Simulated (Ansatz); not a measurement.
# InB2: the cost of one run

Program: Ansatz 0.2.0. Level of theory: DFT PBE, scalar-relativistic, plane waves, PAW. These are calculated values, not measurements.

1 further run of the same task is left out (it didn't finish).

### Step 1. Starting point

It takes space group P6mm (No. 183, hexagonal). The conventional cell has a = 3.268 Å, b = 3.268 Å, c = 15.000 Å, α = 90.00°, β = 90.00°, γ = 120.00°. In (site symmetry 6mm) is surrounded by 6 B at 1.99 Å. B (site symmetry 3m) has 3 B at 1.89 Å and 3 In at 1.99 Å as nearest neighbours.

Structure file:

```
CELL_PARAMETERS angstrom
3.26833 0.00000 0.00000
-1.63416 2.83045 0.00000
0.00000 0.00000 15.00000
ATOMIC_POSITIONS crystal
In 0.00000 0.00000 0.52062
B 0.33333 0.66667 0.47938
B 0.66667 0.33333 0.47938
```

Recipe of the guess: species swapped into a sheet modelled on a layer of FeB2, with In on the Fe sites. Lengths come from tabulated atomic sizes and are only a guess.

It is a sheet, periodic along a and b, with vacuum along c; volumes and pressures of the box carry no meaning, and space groups named for it are those of the box.

### Step 2. A first look at the guess

Contents of input.yaml:

```yaml
crystal:
  lattice:
    - [3.26832785, 0.0, 0.0]
    - [-1.63416393, 2.83045495, 0.0]
    - [0.0, 0.0, 15.0]
  atoms:
    - { symbol: In, position: [0.0, 0.0, 0.52062036] }
    - { symbol: B, position: [0.33333333, 0.66666667, 0.47937964] }
    - { symbol: B, position: [0.66666667, 0.33333333, 0.47937964] }
  periodic: [true, true, false]
basis:
  ecutwfc: 420
kpoints:
  mp_grid: { grid: [6, 6, 1] }
hamiltonian:
  xc: pbe
scf:
  occupations: { method: gaussian, width: 0.1 }
  lower_state_search: "off"
output:
  forces: true
  stress: true
  eigenvalues: true
```

On the command line:

```
ansatz run input.yaml --threads 1 --pin off --max-ram 2048MiB --backend cpu --events-out ev --progress --plain --runs-dir out
```

**Question.** How long does this run take on 1 thread of Intel Xeon 6975P-C (Granite Rapids), shared host, and how much memory does it need?

About 1.7 s, with a peak of 0.44 GiB.
